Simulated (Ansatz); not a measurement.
# SiGeH6 (singlet): from Hartree-Fock to the top rungs at distance Ge1–H5 along a hydrogen transfer = 1.427 Å, cc-pVDZ

An exercise on one series of results from a longer session: the logs are not shown, and one member is left open.

Method: cc-pVDZ, core rule «outside noble gas», up to 19 orbitals frozen; program: Ansatz 0.2.0, Gaussian basis.

To be run: UHF; CCSD(T) on RHF; CCSD(T) on UHF; BCCD(T) on RHF; CISD; CCSDT(Q) on RHF; CASSCF and NEVPT2, 2 electrons in 2 orbitals; CASSCF and NEVPT2, 8 electrons in 8 orbitals.

6 further runs of the same task are left out: 6 that didn't finish.

### What is computed

The geometry derives from fragments relaxed apart (PBE0/def2-TZVP) and kept rigid, so it is no stationary point. A hydrogen atom is moved between rigid fragments. No spin-orbit coupling is included. The filled d shell of Ge may be among the frozen orbitals whatever the setting's name suggests; the logs give the count.

8 atoms, charge 0, spin multiplicity 1.

Atoms are counted from 1 here; the program's logs count them from 0.

Bond lengths: Ge1–H2 1.534 Å, Ge1–H3 1.534 Å, Ge1–H4 1.534 Å, Ge1–H5 1.427 Å, Si6–H7 1.526 Å, Si6–H8 1.526 Å. Angles: H2–Ge1–H3 109.5°, H2–Ge1–H4 109.5°, H2–Ge1–H5 109.5°, H3–Ge1–H4 109.5°, H3–Ge1–H5 109.5°, H4–Ge1–H5 109.5°, H7–Si6–H8 91.2°.

As a file:

```mol
GeH6Si
  3D, bonds by distance, orders not assigned

  8  6  0  0  0  0  0  0  0  0999 V2000
   -0.9569    0.0165    0.0000 Ge  0  0
   -1.4684    1.4631    0.0000 H   0  0
   -1.4684   -0.7068    1.2528 H   0  0
   -1.4684   -0.7068   -1.2528 H   0  0
    0.4701    0.0165    0.0000 H   0  0
    2.4001    0.0165    0.0000 Si  0  0
    3.0122   -0.8578    1.0900 H   0  0
    3.0122   -0.8578   -1.0900 H   0  0
  1  2  8  0
  1  3  8  0
  1  4  8  0
  1  5  8  0
  6  7  8  0
  6  8  8  0
M  END
```

Set-up of the first run:

in.yaml reads:

```yaml
crystal:
  periodic: [false, false, false]
  atoms:
    - {symbol: Ge, position_ang: [-0.956947, 0.016507, 0.000000]}
    - {symbol: H, position_ang: [-1.468397, 1.463106, 0.000001]}
    - {symbol: H, position_ang: [-1.468396, -0.706793, 1.252791]}
    - {symbol: H, position_ang: [-1.468397, -0.706793, -1.252792]}
    - {symbol: H, position_ang: [0.470053, 0.016507, 0.000000]}
    - {symbol: Si, position_ang: [2.400053, 0.016507, 0.000000]}
    - {symbol: H, position_ang: [3.012234, -0.857778, 1.090012]}
    - {symbol: H, position_ang: [3.012233, -0.857777, -1.090013]}
basis:
  gaussian: {orbitals: cc-pVDZ}
magnetization: {spin_polarized: true, initial_magnetization: 0}
hamiltonian: {xc: hf}
output: {orbitals: {seedname: orbitals}}
```

On the command line:

```bash
ansatz run in.yaml --threads 1 --pin off --events-out ev --progress --plain --max-ram 2393MiB
```

Among the steps run: UHF; CCSD(T) on RHF; CCSD(T) on UHF; BCCD(T) on RHF; CISD; CCSDT(Q) on RHF; CASSCF and NEVPT2, 2 electrons in 2 orbitals; CASSCF and NEVPT2, 8 electrons in 8 orbitals.

One table of the session follows, with a row left open; its other results are not shown here.

| method | from RCCSDT(Q) (meV) |
| --- | --- |
| RHF | +7415.6 |
| UHF | +7405.2 |
| RMP2 | +1702.6 |
| CISD | +952.9 |
| RCCSD | +200.1 |
| RCCSD(T) | +41.3 |
| BCCD(T) | +40.5 |
| RCCSDT | ? |
| RCCSDT(Q) | 0 |
| CASSCF pair | +7000.0 |
| NEVPT2 pair | +1687.7 |
| CASSCF frontier | +5782.8 |
| NEVPT2 frontier | +1554.4 |

Estimate the missing values for RCCSDT.

As computed: from RCCSDT(Q) (meV): +6.1. In the column «from RCCSDT(Q) (meV)» it lies between RCCSDT(Q) (0) and BCCD(T) (+40.5).

Not comparable, so not listed: CCSD(T) on UHF (they don't share determinant, frozen orbitals or solution with the rows shown, or repeat one).

Caveats from the session: Warnings: restricted reference is unstable; spin contamination.
